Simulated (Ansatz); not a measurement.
# Cs2RhC: a trial structure relaxed

Aim: relax a trial structure of Cs2RhC and see where it ends.

Program: Ansatz 0.2.0. Level of theory: DFT PBE, scalar-relativistic, plane waves, PAW. These are calculated values, not measurements.

## (1) The starting structure

It takes space group P6/mmm (No. 191, hexagonal). The conventional cell has a = 4.762 Å, b = 4.762 Å, c = 4.010 Å, α = 90.00°, β = 90.00°, γ = 120.00°. Cs (site symmetry -6m2) has 3 Cs at 2.75 Å and 3 C at 2.75 Å as nearest neighbours. Rh (site symmetry 6/mmm) has 2 C at 2.01 Å as nearest neighbours. Around C (site symmetry 6/mmm) lie 2 Rh at 2.01 Å and 6 Cs at 2.75 Å.

As a file:

```
CELL_PARAMETERS angstrom
4.76226 0.00000 0.00000
-2.38113 4.12423 0.00000
0.00000 0.00000 4.01020
ATOMIC_POSITIONS crystal
Cs 0.33333 0.66667 0.00000
Cs 0.66667 0.33333 0.00000
Rh 0.00000 0.00000 0.50000
C 0.00000 0.00000 0.00000
```

A structure generator made this guess: random cell by space group and Wyckoff sites (P6/mmm, No. 191). Its size is a rough estimate.

## (2) The guess as it stands, on a coarse mesh

input.yaml

```yaml
crystal:
  lattice:
    - [4.76225616, 0.0, 0.0]
    - [-2.38112808, 4.12423481, 0.0]
    - [0.0, 0.0, 4.01019704]
  atoms:
    - { symbol: Cs, position: [0.33333333, 0.66666667, 0.0] }
    - { symbol: Cs, position: [0.66666667, 0.33333333, 0.0] }
    - { symbol: Rh, position: [0.0, 0.0, 0.5] }
    - { symbol: C, position: [0.0, 0.0, 0.0] }
basis:
  ecutwfc: 420
kpoints:
  mp_grid: { grid: [6, 6, 4] }
hamiltonian:
  xc: pbe
scf:
  occupations: { method: gaussian, width: 0.1 }
  lower_state_search: "off"
output:
  forces: true
  stress: true
  eigenvalues: true
```

The run is started by

```console
> ansatz run input.yaml --threads 1 --pin off --max-ram 2048MiB --backend cpu --events-out ev --progress --plain --runs-dir out
```

The session goes on with these runs: a loose first relaxation; spin check on a coarse mesh; final relaxation.

Before running it: what results should come out? Wanted: conventional cell; volume; energy over the elements; gap on the mesh.

The runs gave:

| quantity | value |
| --- | --- |
| symmetry at the end (tolerance 0.05 Å) | space group P6/mmm (No. 191) |
| conventional cell | a = 6.122 Å, b = 6.122 Å, c = 3.840 Å, α = 90.00°, β = 90.00°, γ = 120.00° |
| volume | 31.16 Å³/atom |
| energy over the elements | +0.53 eV/atom |
| gap on the mesh | none (metal) |

What this shows: The space group P6/mmm (No. 191) is kept, and the volume per atom grows by 58.2 % from the first guess. The formation energy is positive, so the separate elements lie lower. No finished test with a distortion of lower symmetry is shown, so the end may be a saddle point. Other magnetic orders were not searched.
